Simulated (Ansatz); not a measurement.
# TiC: a sublattice displacement scan

Aim: for TiC, measure how stiffly every Ti atom is held.

Computed with Ansatz 0.2.0 (DFT PBEsol, scalar-relativistic, plane waves, PAW, unless a step's input says otherwise).

## (1) The structure to begin with

Symmetry: Fm-3m, No. 225, cubic system. Conventional cell: a = 4.328 Å, b = 4.328 Å, c = 4.328 Å, α = 90.00°, β = 90.00°, γ = 90.00°. Ti (site symmetry m-3m) has 6 C at 2.16 Å in its first shell of neighbours. C (site symmetry m-3m) has 6 Ti at 2.16 Å in its first shell of neighbours.

As a file:

```cif
data_structure
_symmetry_space_group_name_H-M 'Fm-3m'
_symmetry_Int_Tables_number 225
_cell_length_a 4.3280
_cell_length_b 4.3280
_cell_length_c 4.3280
_cell_angle_alpha 90.000
_cell_angle_beta 90.000
_cell_angle_gamma 90.000
_cell_volume 81.07
loop_
_atom_site_label
_atom_site_type_symbol
_atom_site_symmetry_multiplicity
_atom_site_Wyckoff_symbol
_atom_site_fract_x
_atom_site_fract_y
_atom_site_fract_z
_atom_site_occupancy
Ti1 Ti 4 a 0.00000 0.00000 0.00000 1
C1 C 4 b 0.50000 0.00000 0.00000 1
```

No relaxation comes first: the listed cell is the starting point.

## (2) Zero of energy

The reference gives a free energy of -2722.4115 eV, pressure -6.15 GPa, largest force 0.000 eV/Å and gap on the mesh none (metal). It was computed beforehand with the settings of the runs below.

## (3) Next: a sublattice displacement scan

Every Ti atom is moved by x along the Cartesian unit vector (0.000, 0.000, -1.000); the cell and all other atoms stay fixed. Forces below are components along that vector, summed over the moved atoms.

## (4) x = -0.300 Å

Contents of input.yaml:

```yaml
crystal:
  lattice:
    - [0.0, 2.164, 2.164]
    - [2.164, 0.0, 2.164]
    - [2.164, 2.164, 0.0]
  atoms:
    - { symbol: Ti, position: [0.0693160813, 0.0693160813, -0.0693160813] }
    - { symbol: C, position: [0.5, 0.5, 0.5] }
basis:
  ecutwfc: 420
kpoints:
  mp_grid: { grid: [18, 18, 18] }
hamiltonian:
  xc: pbesol
scf:
  occupations: { method: gaussian, width: 0.15 }
output:
  forces: true
  stress: true
  eigenvalues: true
```

Started as:

```console
$ ansatz run input.yaml --threads 1 --pin off --max-ram 2560MiB --backend cpu --events-out ev --progress --plain --runs-dir out
```

## (5) Point x = 0.225 Å

Changes to input.yaml since step 4:

```diff
@@ -6,3 +6,3 @@
   atoms:
-    - { symbol: Ti, position: [0.0693160813, 0.0693160813, -0.0693160813] }
+    - { symbol: Ti, position: [-0.051987061, -0.051987061, 0.051987061] }
     - { symbol: C, position: [0.5, 0.5, 0.5] }
@@ -20 +20,5 @@
   eigenvalues: true
+  write_density: true
+  write_potential: true
+  elf: true
+  volumetric_format: npy
```

## (6) Point x = -0.150 Å

Contents of input.yaml:

```yaml
crystal:
  lattice:
    - [0.0, 2.164, 2.164]
    - [2.164, 0.0, 2.164]
    - [2.164, 2.164, 0.0]
  atoms:
    - { symbol: Ti, position: [0.0346580407, 0.0346580407, -0.0346580407] }
    - { symbol: C, position: [0.5, 0.5, 0.5] }
basis:
  ecutwfc: 420
kpoints:
  mp_grid: { grid: [18, 18, 18] }
hamiltonian:
  xc: pbesol
scf:
  occupations: { method: gaussian, width: 0.15 }
output:
  forces: true
  stress: true
  eigenvalues: true
```

## (7) At x = 0.075 Å

Changes to input.yaml since step 6:

```diff
@@ -6,3 +6,3 @@
   atoms:
-    - { symbol: Ti, position: [0.0346580407, 0.0346580407, -0.0346580407] }
+    - { symbol: Ti, position: [-0.0173290203, -0.0173290203, 0.0173290203] }
     - { symbol: C, position: [0.5, 0.5, 0.5] }
```

## (8) x = 0.263 Å

Changes to input.yaml since step 7:

```diff
@@ -6,3 +6,3 @@
   atoms:
-    - { symbol: Ti, position: [-0.0173290203, -0.0173290203, 0.0173290203] }
+    - { symbol: Ti, position: [-0.0606515712, -0.0606515712, 0.0606515712] }
     - { symbol: C, position: [0.5, 0.5, 0.5] }
```

## (9) Point x = 0.188 Å

Changes to input.yaml since step 8:

```diff
@@ -6,3 +6,3 @@
   atoms:
-    - { symbol: Ti, position: [-0.0606515712, -0.0606515712, 0.0606515712] }
+    - { symbol: Ti, position: [-0.0433225508, -0.0433225508, 0.0433225508] }
     - { symbol: C, position: [0.5, 0.5, 0.5] }
```

## (10) At x = 0.113 Å

Changes to input.yaml since step 9:

```diff
@@ -6,3 +6,3 @@
   atoms:
-    - { symbol: Ti, position: [-0.0433225508, -0.0433225508, 0.0433225508] }
+    - { symbol: Ti, position: [-0.0259935305, -0.0259935305, 0.0259935305] }
     - { symbol: C, position: [0.5, 0.5, 0.5] }
```

## (11) At x = 0.037 Å

Changes to input.yaml since step 10:

```diff
@@ -6,3 +6,3 @@
   atoms:
-    - { symbol: Ti, position: [-0.0259935305, -0.0259935305, 0.0259935305] }
+    - { symbol: Ti, position: [-0.0086645102, -0.0086645102, 0.0086645102] }
     - { symbol: C, position: [0.5, 0.5, 0.5] }
```

(Steps that only read results are left out.)

Q: Predict the outcome of this session.

As calculated:

| quantity | value |
| --- | --- |
| force constant along x, from the points at -0.150, 0 and 0.037 Å | 9.36 eV/Å² |

**Reading.** Near the site the force constant is 9.36 eV/Å². The step of 0.15 Å is wide, so anharmonic terms mix in. No sampled point lies below the undisturbed cell.
